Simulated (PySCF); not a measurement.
**CH6O2Si (SMILES C[SiH](O)O): levels of theory compared**

Aim: a comparison of 6 runs (HF/3-21G, B3LYP/6-31G*, BLYP/cc-pVDZ, PBE/cc-pVDZ, PBE0/cc-pVDZ, wB97M-V/cc-pVDZ) of CH6O2Si. 

The calculation is run with PySCF 2.14.0.

2 further runs of the same task are left out: 2 set aside as unsound or not needed.

## 1. Starting point

The species is CH6O2Si (10 atoms), meant as a singlet with charge 0. As SMILES, `C[SiH](O)O`. One bond was lengthened or shortened from a relaxed shape.

Bond lengths: C1–Si2 1.852 Å, Si2–O3 1.647 Å, Si2–O4 1.646 Å, C1–H5 1.093 Å, C1–H6 1.257 Å, C1–H7 1.092 Å, Si2–H8 1.484 Å, O3–H9 0.958 Å, O4–H10 0.958 Å. Some angles: C1–Si2–O3 105.2°, C1–Si2–O4 112.8°, O3–Si2–O4 112.2°, C1–Si2–H8 113.0°, O3–Si2–H8 110.8°, O4–Si2–H8 103.1°, Si2–C1–H5 111.0°, Si2–C1–H6 110.6°, Si2–C1–H7 110.8°, Si2–O3–H9 117.2°.

## 2. A single-point energy at HF/3-21G (run 1)

The input, input.py:

```python
from pyscf import gto, scf

mol = gto.M(
    atom=[
    ('C', (-1.208918, 0.326600, -0.285516)),
    ('Si', (0.601582, 0.158800, 0.067684)),
    ('O', (0.734482, -1.177200, 1.021684)),
    ('O', (1.509082, 0.037300, -1.300716)),
    ('H', (-1.597018, -0.571000, -0.774716)),
    ('H', (-1.853400, 0.489100, 0.780800)),
    ('H', (-1.400318, 1.182600, -0.936516)),
    ('H', (1.172682, 1.348700, 0.745584)),
    ('H', (1.605582, -1.388100, 1.360684)),
    ('H', (1.276182, -0.648800, -1.928016)),
],
    max_memory=1860,
    basis='3-21g',
    spin=0,
    verbose=3,
)

mf = scf.RHF(mol)
mf.conv_tol = 1e-10
mf.kernel()
if not mf.converged:
    mf = mf.newton().run(mf.mo_coeff, mf.mo_occ)

e_tot = mf.e_tot
print('Final energy', e_tot)
```

On the command line:

```sh
$ OMP_NUM_THREADS=1 python input.py
```

What it wrote:

```text
converged SCF energy = -477.522554201606
Final energy -477.52255420160554
```

Wall time 0.85 s (1 thread of Intel Xeon at 2.70GHz, shared host); peak memory 0.11 GiB.

## 3. The energy at B3LYP/6-31G(d) (spherical functions) (run 2)

The input, run.py:

```python
from pyscf import gto, dft

mol = gto.M(
    atom='''
C     -1.208918     0.326600    -0.285516
Si     0.601582     0.158800     0.067684
O      0.734482    -1.177200     1.021684
O      1.509082     0.037300    -1.300716
H     -1.597018    -0.571000    -0.774716
H     -1.853400     0.489100     0.780800
H     -1.400318     1.182600    -0.936516
H      1.172682     1.348700     0.745584
H      1.605582    -1.388100     1.360684
H      1.276182    -0.648800    -1.928016
''',
    basis='6-31g*',
    max_memory=1860,
    spin=0,
    verbose=3,
)

myscf = dft.RKS(mol)
myscf.xc = 'b3lyp'
myscf.conv_tol = 1e-10
myscf.grids.level = 5
myscf.kernel()
if not myscf.converged:
    myscf = myscf.newton().run(myscf.mo_coeff, myscf.mo_occ)

e_tot = myscf.e_tot
print('E = %.10f Eh' % e_tot)
```

On the command line:

```sh
$ OMP_NUM_THREADS=1 python run.py
```

What it wrote:

```text
converged SCF energy = -481.730651697731
E = -481.7306516977 Eh
```

Wall time 17 s (1 thread of Intel Xeon at 2.70GHz, shared host); peak memory 0.38 GiB.

Runs 3 to 5 aren't shown in full; the table further down has their settings and results.

## 4. A single-point energy at wB97M-V/cc-pVDZ (run 6)

The input, calc.py:

```python
from pyscf import gto, dft

mol = gto.M(
    atom='''
C       -1.208918       0.326600      -0.285516
Si       0.601582       0.158800       0.067684
O        0.734482      -1.177200       1.021684
O        1.509082       0.037300      -1.300716
H       -1.597018      -0.571000      -0.774716
H       -1.853400       0.489100       0.780800
H       -1.400318       1.182600      -0.936516
H        1.172682       1.348700       0.745584
H        1.605582      -1.388100       1.360684
H        1.276182      -0.648800      -1.928016
''',
    max_memory=1860,
    basis='cc-pvdz',
    verbose=4,
    charge=0,
)

ks = dft.RKS(mol, xc='wb97m-v')
ks.grids.level = 5
ks.conv_tol = 1e-10
ks.nlcgrids.level = 1
ks.kernel()
if not ks.converged:
    ks = ks.newton().run(ks.mo_coeff, ks.mo_occ)

energy = ks.e_tot
print('E = %.10f Eh' % energy)
```

On the command line:

```sh
$ OMP_NUM_THREADS=1 python calc.py
```

What it wrote:

```text
PySCF version 2.14.0

[... 90 lines left out ...]
converged SCF energy = -481.644937200136
E = -481.6449372001 Eh
```

It took 2 min on 1 thread of Intel Xeon at 2.70GHz, shared host; peak memory 0.51 GiB.

## 5. Overview of the runs

| run | level | integration grid | nlc grid | energy (Eh) | dipole moment (D) | HOMO energy (eV) | LUMO energy (eV) | wall time |
| --- | --- | --- | --- | --- | --- | --- | --- | --- |
| 1 | HF/3-21G | – | – | -477.522554 | 1.01 | -11.88 | 5.84 | 0.85 s |
| 2 | B3LYP/6-31G* (spherical functions) | 5 | – | -481.730652 | 1.09 | -8.03 | 1.25 | 17 s |
| 3 | BLYP/cc-pVDZ | 5 | – | -481.668668 | 1.10 | -6.59 | 0.39 | 23 s |
| 4 | PBE/cc-pVDZ | 5 | – | -481.362074 | 1.10 | -6.71 | 0.41 | 22 s |
| 5 | PBE0/cc-pVDZ | 5 | – | -481.406730 | 1.04 | -8.30 | 1.36 | 23 s |
| 6 | wB97M-V/cc-pVDZ | 5 | 1 | -481.644937 | 1.07 | -10.57 | 3.07 | 2 min |

## 6. Results

| quantity | value |
| --- | --- |
| run 6: total energy | -481.64494 Eh |
| run 6: dipole moment | 1.07 D |
| run 6: HOMO energy | -10.57 eV |
| run 6: LUMO energy | 3.07 eV |
| run 6: HOMO–LUMO gap | 13.64 eV |

**Reading.** The dipole moment (its size) runs from 1.01 D (HF/3-21G) to 1.10 D (BLYP/cc-pVDZ). The two ends differ in method and basis. The HOMO–LUMO gap runs from 6.98 eV (BLYP/cc-pVDZ) to 17.72 eV (HF/3-21G). Totals of different functionals can't be ranked against each other. All runs together took 3.4 min, the longest 2 min.
